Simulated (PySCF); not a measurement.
# C9H7Cl: the cost of one run

Computed with PySCF 2.14.0 and routines of our own; the level stands in each step. Atoms count from 0.

## 1. The system as given

17 atoms, charge 0, multiplicity 1; geometry from: GFN2-xTB.

## 2. Optimising the geometry at PBE0-D3(BJ)/def2-SVP

The job: settings as JSON, then the geometry in Å.

```
{"job": {"xc": "PBE0", "basis": "def2-SVP", "d3": "d3bj", "grid": 2, "kind": "geom"}, "charge": 0, "multiplicity": 1}
Cl    -0.364399    -2.440121     1.238311
C      0.606321    -1.133871     0.734581
C      1.924514    -0.964983     0.915547
C      2.309021     0.296010     0.315816
C      1.237872     0.889142    -0.224171
C      0.017744     0.034782    -0.015468
C     -1.089564     0.730470     0.732317
C     -2.203011     0.725950    -0.006571
C     -1.942997     0.052860    -1.265799
C     -0.670996    -0.355600    -1.296985
H      2.594497    -1.637926     1.417032
H      3.316073     0.672285     0.319978
H      1.186929     1.828520    -0.740607
H     -0.937890     1.140296     1.712691
H     -3.155216     1.145003     0.265565
H     -2.679799    -0.085055    -2.036605
H     -0.156098    -0.885730    -2.075542
```

Command:

```
OMP_NUM_THREADS=1 python excited_run.py task.json out
```

The driver reads the jobs from task.json and runs them one after another.

Q: Estimate the wall time and peak memory of this first job on 1 thread of AMD EPYC 9R45, shared host.

About 48 s, with a peak of 0.9 GiB.
